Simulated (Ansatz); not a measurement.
# CH3F2InS: basis-set convergence

One table from this session's results is given with a row withheld; the runs are named, their logs left out.

Program: Ansatz 0.2.0, Gaussian basis. Level of theory: one geometry, several basis sets. These are calculated values, not measurements.

The runs, in order: PBE0-D4/def2-SVP; ωB97M-V/def2-SVP; PBE0-D4/def2-QZVPP; ωB97M-V/def2-QZVPP; the functionals' def2-TZVPP values are taken from earlier runs.

**The relaxed structure**

An earlier PBE0-D4 in a triple-zeta def2 set relaxation fixed the geometry. In takes the def2 core potential; no spin-orbit term is included.

8 atoms, charge 0, spin multiplicity 1.

Atoms are counted from 1 here; the program's logs count them from 0.

Bond lengths: C1–S2 1.824 Å, C1–H6 1.088 Å, C1–H7 1.090 Å, C1–H8 1.088 Å, S2–In3 2.338 Å, In3–F4 1.942 Å, In3–F5 1.931 Å. Angles: S2–C1–H6 111.6°, S2–C1–H7 105.2°, S2–C1–H8 111.7°, H6–C1–H7 109.0°, H6–C1–H8 110.1°, H7–C1–H8 109.0°, C1–S2–In3 100.6°, S2–In3–F4 120.2°, S2–In3–F5 128.6°, F4–In3–F5 111.2°.

The first run:

The input, in.yaml:

```yaml
crystal:
  periodic: [false, false, false]
  atoms:
    - {symbol: C, position_ang: [-0.473918, -0.628520, 1.253422]}
    - {symbol: S, position_ang: [0.670333, 0.764958, 0.979351]}
    - {symbol: In, position_ang: [0.669130, 0.868821, -1.356461]}
    - {symbol: F, position_ang: [-0.403573, -0.378200, -2.388270]}
    - {symbol: F, position_ang: [1.631899, 2.081225, -2.509965]}
    - {symbol: H, position_ang: [-1.469636, -0.410909, 0.873144]}
    - {symbol: H, position_ang: [-0.525533, -0.747669, 2.335807]}
    - {symbol: H, position_ang: [-0.098701, -1.549696, 0.812973]}
basis:
  gaussian: {orbitals: def2-SVP}
hamiltonian: {xc: pbe0, dispersion: d4}
output: {orbitals: {seedname: orbitals}}
```

Started as:

```bash
> ansatz run in.yaml --threads 4 --pin off --events-out ev --progress --plain --max-ram 10444MiB
```

Steps of the session up to this table: PBE0-D4 in def2-SVP; ωB97M-V in def2-SVP; PBE0-D4 in def2-QZVPP; ωB97M-V in def2-QZVPP.

One of the session's tables, all rows but one given; the rest of the session is left out.

| functional | basis | HOMO (eV) | LUMO (eV) |
| --- | --- | --- | --- |
| PBE0-D4 | def2-SVP | ? | ? |
| PBE0-D4 | def2-TZVPP | -7.84 | -2.44 |
| PBE0-D4 | def2-QZVPP | -7.86 | -2.48 |
| ωB97M-V | def2-SVP | -9.89 | -0.27 |
| ωB97M-V | def2-TZVPP | -10.02 | -0.51 |
| ωB97M-V | def2-QZVPP | -10.05 | -0.66 |

**Question.** Estimate the row for PBE0-D4, def2-SVP.

The run gave: HOMO (eV): -7.75; LUMO (eV): -2.28. In the column «HOMO (eV)» it is the highest.
